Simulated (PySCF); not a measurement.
# C4H12NRu ([RuNMe4]-): the cost of one run

Programs: PySCF 2.14.0, with density-fitted response routines of our own. Each step states its level of theory. These are calculated values for one molecule in the gas phase, unless marked as measured. Atoms are numbered from 0 throughout.

## 1. The molecule as given

18 atoms, charge -1, multiplicity 1; geometry from: GFN2-xTB. The atoms were then displaced at random by about 0.03 Å, so the start is not that level's minimum.

Bonds of the start (Å): Ru0–N1 1.63, Ru0–C2 2.03, Ru0–C6 2.20, Ru0–C10 2.21, Ru0–C14 2.09, C2–H3 1.21, C2–H4 1.11, C2–H5 1.11, C6–H7 1.12, C6–H8 1.10, C6–H9 1.14, C10–H11 1.08, C10–H12 1.08, C10–H13 1.11, C14–H15 1.06, C14–H16 1.08, C14–H17 1.09.

## 2. Optimising the geometry at PBE0-D3(BJ)/def2-SVP

What the job is given:

```
{"job": {"xc": "PBE0", "basis": "def2-SVP", "d3": "d3bj", "grid": 1, "maxiter": 40, "shake": 0.03, "kind": "geom"}, "charge": -1, "multiplicity": 1}
Ru     0.063060    -0.077170     0.609440
N     -0.008720    -0.012820     2.233120
C      1.964080    -0.014290    -0.094370
H      2.724840     0.836310     0.299870
H      2.013940     0.064930    -1.200860
H      2.577200    -0.904600     0.158350
C      0.035710     2.021280    -0.053330
H     -0.018720     2.051420    -1.171120
H      0.908240     2.606630     0.259120
H     -0.845450     2.615860     0.345870
C     -2.052070    -0.001470    -0.027320
H     -2.572290     0.917590     0.215690
H     -2.706360    -0.805200     0.289650
H     -2.079710    -0.062290    -1.134640
C     -0.021040    -2.060650    -0.051770
H     -0.915530    -2.548820     0.229250
H      0.843890    -2.590460     0.308610
H      0.032620    -2.019320    -1.137830
```

The run is started by

```sh
$ OMP_NUM_THREADS=1 python probes_run.py task.json out
```

One launch serves the whole session: the jobs run in the order shown.

**Question.** How long does this first job take on 1 thread of Intel Xeon at 2.50GHz, shared host, and how much memory does it need?

About 4 min, with a peak of 0.67 GiB.
